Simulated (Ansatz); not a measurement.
**InSb3 under changes of volume**

One of the cells (27.758 Å³/atom); the others are scaled copies at fixed shape and fractional positions:

```
CELL_PARAMETERS angstrom
4.80637 0.00000 0.00000
0.00000 4.80637 0.00000
0.00000 0.00000 4.80637
ATOMIC_POSITIONS crystal
Sb 0.50000 0.50000 0.00000
Sb 0.00000 0.50000 0.50000
Sb 0.50000 0.00000 0.50000
In 0.00000 0.00000 0.00000
```

The cell comes from a database or a generator and needn't be the stable form of this composition.

| Item | Value |
| --- | --- |
| Program | Ansatz 0.2.0 |
| Functional | r2SCAN |
| Potentials or basis | Ansatz PAW |
| Cutoff | 500 eV (not typed: the program's choice for these potentials) |
| k mesh | 6 × 6 × 6 |
| Occupations | fermi-dirac, width 0.05 eV |
| Spin | no spin polarisation |

```tsv
volume (Å³/atom)	energy over the lowest point (meV/atom)	pressure (GPa)
26.093	12.25	3.1
26.648	3.88	1.7
27.203	0.00	0.5
27.758	0.13	-0.6
28.313	3.84	-1.5
28.868	10.76	-2.4
29.424	?	?
```

Task: What does the run at 29.424 Å³/atom give?

Result: Energy over the lowest point 20.55 meV/atom; pressure -3.2 GPa.

Worked out: A Birch-Murnaghan fit of order 3 (a polynomial in V^(-2/3)) to the other rows has its minimum at 27.46 Å³/atom with B0 = V·E''(V) = 54 GPa and B' = 4.5. It gives 20.56 meV/atom at 29.424 Å³/atom, against the run's 20.55, and -dE/dV = -3.2 GPa, against -3.2.

Energies are extrapolated to zero smearing.

Caveats: the PAW data sets come from PBE, with cores solved anew for the run's functional, which leaves a small shift of forces and pressure.
